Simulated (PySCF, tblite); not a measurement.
# C₅H₉BO₂: geometry, infrared bands and NMR shifts

Wanted: the infrared bands and NMR shifts of C₅H₉BO₂ (`C=C[C@H]1CCOBO1`), by calculation.

Programs: tblite 0.8.0 and PySCF 2.14.0, with density-fitted response routines of our own. Each step states its level of theory. These are calculated values for one molecule in the gas phase, unless marked as measured. Atoms are numbered from 0 throughout.

## (1) Starting geometry

17 atoms, charge 0, multiplicity 1; geometry from: force field or distance geometry start.

Bonds of the start (Å): C0–C1 1.32, C1–C2 1.49, C2–C3 1.50, C3–C4 1.54, C4–O5 1.39, O5–B6 1.45, B6–O7 1.46, O7–C2 1.37, C0–H8 1.09, C0–H9 1.07, C1–H10 1.09, C2–H11 1.14, C3–H12 1.12, C3–H13 1.10, C4–H14 1.13, C4–H15 1.11, B6–H16 1.19.

## (2) Relaxing the molecule with GFN2-xTB

Job settings and geometry (Å):

```
{"job": {"kind": "relax", "xc": "GFN2-xTB", "basis": "xTB"}, "charge": 0, "multiplicity": 1}
C     -2.596500    -0.354000     0.428100
C     -1.284300    -0.305600     0.512300
C     -0.482400     0.072200    -0.687200
C      0.539900     1.117800    -0.334300
C      1.674800     0.537000     0.530400
O      1.465000    -0.803700     0.820600
B      1.219000    -1.499200    -0.422400
O      0.143300    -1.003100    -1.269500
H     -3.143500    -0.638100     1.327900
H     -3.053100    -0.107000    -0.506000
H     -0.821100    -0.559000     1.469200
H     -1.189700     0.581000    -1.420800
H      0.026800     1.940500     0.221900
H      0.989300     1.492300    -1.270400
H      2.652400     0.602400    -0.026000
H      1.746200     1.096200     1.482600
H      2.106900    -2.157700    -0.866400
```

The run is started by

```bash
OMP_NUM_THREADS=1 python probes_run.py task.json out
```

This one command runs all jobs of the session in turn.

**Question.** This job is followed by: GFN2-xTB harmonic vibrations, gas phase; GIAO PBE0/pcSseg-1 NMR shielding, non-relativistic, gas phase. What will the session give for the following? strongest single infrared mode (GFN2-xTB); zero-point energy (GFN2-xTB); ¹³C shifts against TMS (PBE0/pcSseg-1); ¹H shifts against TMS (PBE0/pcSseg-1); ¹⁷O shifts against H2O (PBE0/pcSseg-1); ¹¹B shifts against BF3·OEt2 (PBE0/pcSseg-1).

The runs gave:

```
                                   quantity                                                     value
  strongest single infrared mode (GFN2-xTB)                                     1236 cm⁻¹, 212 km/mol
               zero-point energy (GFN2-xTB)                                             85.5 kcal/mol
     ¹³C shifts against TMS (PBE0/pcSseg-1)                        153.3, 121.2, 74.8, 60.6, 40.3 ppm
      ¹H shifts against TMS (PBE0/pcSseg-1)  6.44, 5.49, 5.48, 4.71, 4.33, 4.16, 4.01, 2.24, 1.58 ppm
     ¹⁷O shifts against H2O (PBE0/pcSseg-1)                                          149.3, 131.0 ppm
¹¹B shifts against BF3·OEt2 (PBE0/pcSseg-1)                                                  22.8 ppm
```

In words: Relaxing lowered the energy by 1.336 eV in 114 steps; the close pair that moved most is B6–O7, from 1.456 to 1.351 Å. All 45 modes are real, so the xTB geometry is a minimum. The strongest single mode, at 1236 cm⁻¹, has its largest shares on B6, H12, H10 and H15 (the list is cut at 4 atoms). GFN2-xTB is a fitted tight-binding method: band positions and strengths are rough. Its intensities can rank the bands wrongly. The most deshielded carbon is C1 (alkene CH), at 153.3 ppm: the olefinic region. The most deshielded hydrogen is H10 (hydrogen on an alkene CH), at 6.44 ppm: olefinic region.
